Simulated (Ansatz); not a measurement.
Debugging a band structure of MgGaCu3Se4, space group P-43m (Ansatz 0.2.0, Python API).

`mggacu3se4.py`:
```python
# -*- coding: utf-8 -*-
"""Band structure of MgGaCu3Se4."""

from pathlib import Path

import ansatz as az
import numpy as np

XC = "pbe"
KMESH = (3, 3, 3)
SMEARING = "fixed"
EXTRA_BANDS = 8

cell = (
    az.Lattice.of((5.828541, 0.0, 0.0), (0.0, 5.828541, 0.0), (0.0, 0.0, 5.828541))
    .atom("Mg", (0.5, 0.5, 0.5))
    .atom("Ga", (0.0, 0.0, 0.0))
    .atom("Cu", (0.0, 0.5, 0.0))
    .atom("Cu", (0.0, 0.0, 0.5))
    .atom("Cu", (0.5, 0.0, 0.0))
    .atom("Se", (0.244851, 0.244851, 0.244851))
    .atom("Se", (0.755149, 0.755149, 0.244851))
    .atom("Se", (0.244851, 0.755149, 0.755149))
    .atom("Se", (0.755149, 0.244851, 0.755149))
)

# vertices of the path, as fractions of the reciprocal vectors
path = [
    ("G", (0.0, 0.0, 0.0)),
    ("X", (0.0, 0.5, 0.0)),
    ("M", (0.5, 0.5, 0.0)),
    ("G", (0.0, 0.0, 0.0)),
    ("R", (0.5, 0.5, 0.5)),
    ("X", (0.0, 0.5, 0.0)),
]
setup = (
    cell.calculation()
    .functional(XC)
    .kpoints(*KMESH)
    .occupations(SMEARING)
    .band_structure([point for _, point in path], intervals=6)
    .scf(extra_bands=EXTRA_BANDS)
    .density()
    .potential()
    .electron_localization_function()
    .output_files(volumetric_format="npy")
    .populations()
)
outcome = setup.run(threads=1)
report = outcome.report

print("%-22s %14.5f eV" % ("F = E - TS", report["free_energy_ev"]))
print("%-22s %14.5f eV" % ("E", report["internal_energy_ev"]))
print("%-22s %14.5f eV" % ("Harris-Foulkes", report["harris_foulkes_ev"]))
print("%-22s %14.5f eV" % ("Fermi level", report["fermi_energy_ev"]))

folder = Path(outcome.write_results("fields"))
print("densities in e/A^3, potentials in eV, ELF without unit")
for name in sorted(p.name for p in folder.glob("*.npy")):
    field = np.load(folder / name)
    print(f"{name:16s} {str(field.shape):16s} min {field.min():10.4f}  mean {field.mean():10.4f}  max {field.max():10.4f}")

files = Path(outcome.write_results("tables"))
print((files / "populations.tsv").read_text())

bands = outcome.band_structure()
fermi = bands.fermi_energy_ev
print(f"zero of the bands: {fermi:.3f} eV, the Fermi level found on the SCF mesh")
for spin, channel in enumerate(bands.channels):
    print("channel", spin, "- computed levels within 4 eV of the Fermi level")
    for i, (label, _) in enumerate(path):
        levels = channel.eigenvalues_ev[i * 6] - fermi
        print(f"  {label:3s}", " ".join(f"{e:7.3f}" for e in levels if abs(e) < 4))
```

```console
$ python mggacu3se4.py
DeckWarning: basis.ecutwfc = 420 eV, auto-derived from the records' recommended cutoffs: set by Mg (normal level)
RunWarning: iter 2: σ=0 fill of 72 bands saw a band overlap (occupied 8.3484 eV > unoccupied 8.3425 eV) — on an unconverged iterate often a transient of an unconverged empty band; one that stands at the close is told there (band_overlap_at_count); if the run fails to converge, the spectrum is likely genuinely metallic at σ=0 — use a smearing of finite width or the tetrahedron method (which not every kind of run takes: see the entry of scf.occupations.method in the input reference), with at [...]
RunWarning: a fill by count may have filled part of one level: at k-index 0 the highest filled band, 8.324374 eV, and the lowest empty band, 8.324374 eV, stand 2.132e-14 eV apart, within the solve's uncertainty, 3.162e-4 eV. If they are one level, whatever splits it, however little, can move the result. A smearing (`scf.occupations.method` with a `width`) well over the split that the run's distortions make, where the deck can take one, can fill the level evenly. On an open shell (a free atom, a [...]
RunWarning: the bands overlap at the fill by count (72 filled at each k-point of a channel): the highest filled level, 8.324374 eV at k-index 0, stands 0.0286 eV over the lowest empty one, 8.295776 eV at k-index 3, so that a fill of the lowest levels lies lower and no gap is reported. A metal, or a carrier in a host's bands, wants a smearing of finite width or the tetrahedron method (`scf.occupations.method`). A defect's level that its images broaden is meant whole, and this fill is then the right one; a shifted mesh or single k-points narrow the overlap
F = E - TS               -47461.40336 eV
E                        -47461.40336 eV
Harris-Foulkes           -47461.40336 eV
Fermi level                   8.32437 eV
densities in e/A^3, potentials in eV, ELF without unit
elf.npy          (40, 40, 40)     min     0.0076  mean     0.2977  max     0.9999
rho.npy          (40, 40, 40)     min     0.0131  mean     0.7272  max    70.5692
v_es.npy         (40, 40, 40)     min   -94.7995  mean     5.4639  max    12.7144
v_tot.npy        (40, 40, 40)     min  -113.4913  mean    -3.7133  max     9.3032
# site	symbol	l	j	q
# orbitals = lowdin
# n_electrons = 144.000000
# spilling = 0.004534
0	Mg	0_2S	-	1.997617
0	Mg	0_3S	-	0.587392
0	Mg	1_2P	-	5.999758
1	Ga	0_4S	-	1.081321
1	Ga	1_4P	-	1.826707
1	Ga	2_3D	-	9.994631
2	Cu	0_3S	-	1.996651
2	Cu	0_4S	-	0.579819
2	Cu	1_3P	-	5.999037
2	Cu	2_3D	-	9.830814
3	Cu	0_3S	-	1.996651
3	Cu	0_4S	-	0.579819
3	Cu	1_3P	-	5.999037
3	Cu	2_3D	-	9.830814
4	Cu	0_3S	-	1.996651
4	Cu	0_4S	-	0.579819
4	Cu	1_3P	-	5.999037
4	Cu	2_3D	-	9.830814
5	Se	0_4S	-	1.782604
5	Se	1_4P	-	4.877762
5	Se	2_3D	-	9.999820
6	Se	0_4S	-	1.782604
6	Se	1_4P	-	4.877762
6	Se	2_3D	-	9.999820
7	Se	0_4S	-	1.782604
7	Se	1_4P	-	4.877762
7	Se	2_3D	-	9.999820
8	Se	0_4S	-	1.782604
8	Se	1_4P	-	4.877762
8	Se	2_3D	-	9.999820

zero of the bands: 8.324 eV, the Fermi level found on the SCF mesh
channel 0 - computed levels within 4 eV of the Fermi level
  G    -3.385  -3.385  -3.385  -3.259  -3.259  -3.259  -2.087  -2.087  -2.064  -2.064  -2.064  -1.894  -1.818  -1.818  -1.780  -1.430  -1.430  -1.430  -0.937   0.000   0.000   0.000   1.344   1.869   1.869   1.869   3.365   3.365
  X    -3.922  -3.433  -3.433  -3.303  -3.303  -2.127  -2.074  -1.989  -1.978  -1.918  -1.918  -1.792  -1.730  -1.353  -1.274  -1.274  -1.217  -1.153  -0.661  -0.661   0.744   2.118   3.232   3.849   3.849   3.901
  M    -3.669  -3.411  -3.411  -3.299  -3.252  -1.972  -1.972  -1.944  -1.927  -1.911  -1.911  -1.708  -1.606  -1.568  -1.361  -1.361  -0.928  -0.928  -0.559  -0.539   0.947   1.987   3.892   3.892
  G    -3.385  -3.385  -3.385  -3.259  -3.259  -3.259  -2.087  -2.087  -2.064  -2.064  -2.064  -1.894  -1.818  -1.818  -1.780  -1.430  -1.430  -1.430  -0.937   0.000   0.000   0.000   1.344   1.869   1.869   1.869   3.365   3.365
  R    -3.562  -3.562  -3.562  -3.376  -3.376  -3.376  -3.204  -3.204  -2.066  -2.066  -2.066  -1.938  -1.865  -1.865  -1.865  -1.303  -1.303  -1.303  -0.901  -0.706  -0.706  -0.311  -0.311  -0.311   2.323   2.323   2.323   3.772   3.772   3.772
  X    -3.922  -3.433  -3.433  -3.303  -3.303  -2.127  -2.074  -1.989  -1.978  -1.918  -1.918  -1.792  -1.730  -1.353  -1.274  -1.274  -1.217  -1.153  -0.661  -0.661   0.744   2.118   3.232   3.849   3.849   3.901
```
(Warnings from the package without file and line, shortened, repeats left out.)

The script ran to its end, but the result can't be trusted. Why?

The fault: fixed occupations, though the bands overlap at this level of theory. The correction:

The script, `mggacu3se4.py`:
```python
# -*- coding: utf-8 -*-
"""Band structure of MgGaCu3Se4."""

from pathlib import Path

import ansatz as az
import numpy as np

XC = "pbe"
KMESH = (3, 3, 3)
SMEARING = "fermi_dirac"
WIDTH_EV = 0.1
EXTRA_BANDS = 8

cell = (
    az.Lattice.of((5.828541, 0.0, 0.0), (0.0, 5.828541, 0.0), (0.0, 0.0, 5.828541))
    .atom("Mg", (0.5, 0.5, 0.5))
    .atom("Ga", (0.0, 0.0, 0.0))
    .atom("Cu", (0.0, 0.5, 0.0))
    .atom("Cu", (0.0, 0.0, 0.5))
    .atom("Cu", (0.5, 0.0, 0.0))
    .atom("Se", (0.244851, 0.244851, 0.244851))
    .atom("Se", (0.755149, 0.755149, 0.244851))
    .atom("Se", (0.244851, 0.755149, 0.755149))
    .atom("Se", (0.755149, 0.244851, 0.755149))
)

# vertices of the path, as fractions of the reciprocal vectors
path = [
    ("G", (0.0, 0.0, 0.0)),
    ("X", (0.0, 0.5, 0.0)),
    ("M", (0.5, 0.5, 0.0)),
    ("G", (0.0, 0.0, 0.0)),
    ("R", (0.5, 0.5, 0.5)),
    ("X", (0.0, 0.5, 0.0)),
]
setup = (
    cell.calculation()
    .functional(XC)
    .kpoints(*KMESH)
    .occupations(SMEARING, width=WIDTH_EV)
    .band_structure([point for _, point in path], intervals=6)
    .scf(extra_bands=EXTRA_BANDS)
    .density()
    .potential()
    .electron_localization_function()
    .output_files(volumetric_format="npy")
    .populations()
)
outcome = setup.run(threads=1)
report = outcome.report

print("%-22s %14.5f eV" % ("F = E - TS", report["free_energy_ev"]))
print("%-22s %14.5f eV" % ("E", report["internal_energy_ev"]))
print("%-22s %14.5f eV" % ("Harris-Foulkes", report["harris_foulkes_ev"]))
print("%-22s %14.5f eV" % ("Fermi level", report["fermi_energy_ev"]))

folder = Path(outcome.write_results("fields"))
print("densities in e/A^3, potentials in eV, ELF without unit")
for name in sorted(p.name for p in folder.glob("*.npy")):
    field = np.load(folder / name)
    print(f"{name:16s} {str(field.shape):16s} min {field.min():10.4f}  mean {field.mean():10.4f}  max {field.max():10.4f}")

files = Path(outcome.write_results("tables"))
print((files / "populations.tsv").read_text())

bands = outcome.band_structure()
fermi = bands.fermi_energy_ev
print(f"zero of the bands: {fermi:.3f} eV, the Fermi level found on the SCF mesh")
for spin, channel in enumerate(bands.channels):
    print("channel", spin, "- computed levels within 4 eV of the Fermi level")
    for i, (label, _) in enumerate(path):
        levels = channel.eigenvalues_ev[i * 6] - fermi
        print(f"  {label:3s}", " ".join(f"{e:7.3f}" for e in levels if abs(e) < 4))
```

After the fix:

```console
$ python mggacu3se4.py
DeckWarning: basis.ecutwfc = 420 eV, auto-derived from the records' recommended cutoffs: set by Mg (normal level)
F = E - TS               -47461.45894 eV
E                        -47461.36159 eV
Harris-Foulkes           -47461.45894 eV
Fermi level                   8.22999 eV
densities in e/A^3, potentials in eV, ELF without unit
elf.npy          (40, 40, 40)     min     0.0077  mean     0.2974  max     0.9999
rho.npy          (40, 40, 40)     min     0.0131  mean     0.7272  max    70.5550
v_es.npy         (40, 40, 40)     min   -94.6688  mean     5.4639  max    12.7075
v_tot.npy        (40, 40, 40)     min  -113.3790  mean    -3.7158  max     9.2772
# site	symbol	l	j	q
# orbitals = lowdin
# n_electrons = 144.000000
# spilling = 0.004510
0	Mg	0_2S	-	1.997630
0	Mg	0_3S	-	0.610431
0	Mg	1_2P	-	5.999760
1	Ga	0_4S	-	1.124194
1	Ga	1_4P	-	1.815071
1	Ga	2_3D	-	9.994418
2	Cu	0_3S	-	1.996635
2	Cu	0_4S	-	0.581955
2	Cu	1_3P	-	5.999018
2	Cu	2_3D	-	9.817882
3	Cu	0_3S	-	1.996635
3	Cu	0_4S	-	0.581955
3	Cu	1_3P	-	5.999018
3	Cu	2_3D	-	9.817882
4	Cu	0_3S	-	1.996635
4	Cu	0_4S	-	0.581955
4	Cu	1_3P	-	5.999018
4	Cu	2_3D	-	9.817882
5	Se	0_4S	-	1.786822
5	Se	1_4P	-	4.869010
5	Se	2_3D	-	9.999821
6	Se	0_4S	-	1.786822
6	Se	1_4P	-	4.869010
6	Se	2_3D	-	9.999821
7	Se	0_4S	-	1.786822
7	Se	1_4P	-	4.869010
7	Se	2_3D	-	9.999821
8	Se	0_4S	-	1.786822
8	Se	1_4P	-	4.869010
8	Se	2_3D	-	9.999821

zero of the bands: 8.230 eV, the Fermi level found on the SCF mesh
channel 0 - computed levels within 4 eV of the Fermi level
  G    -3.334  -3.334  -3.334  -3.200  -3.200  -3.200  -2.068  -2.068  -2.046  -2.046  -2.046  -1.846  -1.809  -1.809  -1.776  -1.401  -1.401  -1.401  -0.827   0.048   0.048   0.048   1.418   1.963   1.963   1.963   3.440   3.440
  X    -3.854  -3.377  -3.377  -3.247  -3.247  -2.101  -2.057  -1.980  -1.968  -1.902  -1.902  -1.786  -1.711  -1.334  -1.237  -1.237  -1.198  -1.125  -0.620  -0.620   0.871   2.231   3.313   3.951   3.951   3.984
  M    -3.598  -3.353  -3.353  -3.250  -3.205  -1.953  -1.953  -1.924  -1.920  -1.901  -1.901  -1.688  -1.593  -1.543  -1.333  -1.333  -0.889  -0.889  -0.513  -0.501   1.076   2.110   3.965   3.965
  G    -3.334  -3.334  -3.334  -3.200  -3.200  -3.200  -2.068  -2.068  -2.046  -2.046  -2.046  -1.846  -1.809  -1.809  -1.776  -1.401  -1.401  -1.401  -0.827   0.048   0.048   0.048   1.418   1.963   1.963   1.963   3.440   3.440
  R    -3.483  -3.483  -3.483  -3.330  -3.330  -3.330  -3.155  -3.155  -2.048  -2.048  -2.048  -1.904  -1.858  -1.858  -1.858  -1.262  -1.262  -1.262  -0.788  -0.665  -0.665  -0.267  -0.267  -0.267   2.405   2.405   2.405   3.881   3.881   3.881
  X    -3.854  -3.377  -3.377  -3.247  -3.247  -2.101  -2.057  -1.980  -1.968  -1.902  -1.902  -1.786  -1.711  -1.334  -1.237  -1.237  -1.198  -1.125  -0.620  -0.620   0.871   2.231   3.313   3.951   3.951   3.984
```
(Warnings from the package without file and line.)

Total energies depend on the potentials; only differences at equal settings carry meaning. A total without «per atom» is that of the cell as typed. Spin is left out of this run. The computed bands are complete only to about 4.7 eV above the Fermi level. Only differences from the Fermi energy are physical; the zero of the scale is a convention. The gap on the mesh is very small: a semilocal functional closes or nearly closes the gap of many narrow semiconductors. The fields are valence quantities on the plane-wave grid; their values near the nuclei depend on the potentials. The structure comes from a database of computed cells and needn't be a stable or known phase. Gaps and levels are Kohn-Sham values on a finite set of k-points, without spin-orbit coupling. Wall time of the script: 15 s on 1 thread of Intel(R) Xeon(R) 6975P-C (Granite Rapids), on a shared host, peak memory 0.68 GiB.

(Lines on the test bed's own set-up are left out of the output.)
